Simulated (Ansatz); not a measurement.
Wanted: the native input for an Ansatz 0.2.0 run.

```
Task                : band structure
Functional          : LDA
Potentials or basis : all-electron LAPW, scalar-relativistic
Cutoff              : 316 eV (chosen from the basis error)
Basis error allowed : 0.002 eV/atom
k mesh              : 10 × 10 × 10
Occupations         : fermi-dirac, width 0.05 eV
Spin                : collinear spin, ferromagnetic start
Starting moments    : [0.0, 2.0, 0.0, 0.0] μB
```

The system is VWC2.

```
CELL_PARAMETERS angstrom
1.51704 0.87586 4.93389
-1.51704 0.87586 4.93389
0.00000 -1.75173 4.93389
ATOMIC_POSITIONS crystal
W 0.00000 0.00000 0.00000
V 0.50000 0.50000 0.50000
C 0.24649 0.24649 0.24649
C 0.75351 0.75351 0.75351
```

The cell comes from a database or a generator and needn't be the stable form of this composition.

These files were run (other wordings do the same):

input.yaml

```yaml
crystal:
  lattice:
    - [1.5170411163, 0.8758640969, 4.933893193]
    - [-1.5170411163, 0.8758640969, 4.933893193]
    - [0.0, -1.7517281937, 4.933893193]
  atoms:
    - { symbol: W, position: [0.0, 0.0, 0.0] }
    - { symbol: V, position: [0.5, 0.5, 0.5], spin: 2.0 }
    - { symbol: C, position: [0.246494, 0.246494, 0.246494] }
    - { symbol: C, position: [0.753506, 0.753506, 0.753506] }
kpoints:
  mp_grid: { grid: [10, 10, 10] }
  band_path:
    path:
      - [0.0, 0.0, 0.0]
      - [0.5, 0.0, 0.0]
      - [0.5, 0.1876755371, -0.1876755371]
    npoints: 10
scf:
  occupations: { method: fermi_dirac, width: 0.05 }
hamiltonian:
  xc: lda
  pseudopotentials: { kind: all_electron, lapw: { basis_error: 0.002 } }
magnetization:
  spin_polarized: true
output:
  forces: true
  stress: true
  eigenvalues: true
```

Potentials or basis: all-electron LAPW, scalar-relativistic.

Command:

```console
$ ansatz run input.yaml --threads 4 --pin off --max-ram 12288MiB --backend cpu --events-out ev --progress --plain --runs-dir out
```

It gave:

```json
{
 "Pressure": "-16.8 GPa",
 "Largest force": "0.147 eV/Å",
 "Band gap along the path": "none (metal or under the smearing width)",
 "Net moment": "0.00 μB per cell",
 "Absolute moment": "0.00 μB per cell"
}
```

Caveat: spin-orbit coupling is left out, which moves the levels of the heavy elements; the starting moments weren't kept.

It took 55 s on 4 threads of Arm Neoverse V1, on a shared host, peak memory 1.2 GiB.
